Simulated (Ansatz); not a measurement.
Crystal: CsLiCr2Te2S3.

```
Cs Li Cr Te S
1.0
     3.31929    1.91639    6.87982
    -3.31929    1.91639    6.87982
     0.00000   -3.83279    6.87982
Cs Li Cr Te S
1 1 2 2 3
Direct
  0.00000 0.00000 0.00000
  0.50000 0.50000 0.50000
  0.79848 0.79848 0.79848
  0.20152 0.20152 0.20152
  0.67990 0.67990 0.67990
  0.32010 0.32010 0.32010
  0.13626 0.86374 0.50000
  0.50000 0.13626 0.86374
  0.86374 0.50000 0.13626
```

The cell was built by a generator and needn't be a form met in nature.

| Quantity | Value |
| --- | --- |
| Program | Ansatz 0.2.0 |
| Task | relaxation of cell and atoms |
| Functional | PBE |
| Dispersion | D3(BJ) |
| Potentials or basis | Ansatz PAW |
| Cutoff | 420 eV (not typed: the program's choice for these potentials) |
| k mesh | 4 × 4 × 4 |
| Occupations | fermi-dirac, width 0.05 eV |
| Spin | collinear spin, ferromagnetic start |
| Starting moments | [0.0, 0.0, 3.0, 3.0, 0.0, 0.0, 0.0, 0.0, 0.0] μB |

At the start: volume 29.18 Å³/atom.

How do energy, volume and symmetry change on relaxing?

It ends after 7 steps and the volume is 26.12 Å³/atom (-10.5 %); space group R32 (No. 155, to 0.05 Å); moment 4.00 μB per cell.

Step by step:
```csv
step,energy change (eV),largest force (eV/Å),volume (Å³)
1,0.0000,0.0070,262.58
2,-0.1249,0.0687,247.73
3,-0.1766,0.1105,233.34
4,-0.1791,0.1220,234.92
5,-0.1807,0.0182,235.27
6,-0.1807,0.0081,235.05
7,-0.1783,0.0080,235.05
```

Final structure:
```yaml
crystal:
  lattice:
    - [3.27589, 1.89133, 6.32287]
    - [-3.27589, 1.89133, 6.32287]
    - [0.00000, -3.78267, 6.32286]
  atoms:
    - { symbol: Cs, position: [0.00000, 0.00000, 0.00000] }
    - { symbol: Li, position: [0.50000, 0.50000, 0.50000] }
    - { symbol: Cr, position: [0.79481, 0.79481, 0.79481] }
    - { symbol: Cr, position: [0.20519, 0.20519, 0.20519] }
    - { symbol: Te, position: [0.66674, 0.66674, 0.66674] }
    - { symbol: Te, position: [0.33326, 0.33326, 0.33326] }
    - { symbol: S, position: [0.13752, 0.86248, 0.50000] }
    - { symbol: S, position: [0.50000, 0.13752, 0.86248] }
    - { symbol: S, position: [0.86248, 0.50000, 0.13752] }
```

Caveat: the plane-wave basis is chosen anew once the cell has moved, so the energies of steps on either side of that aren't comparable; only a ferromagnetic start was run, and an antiferromagnetic order may lie lower in energy; pairwise dispersion overbinds metals, which lowers pressure and volume.
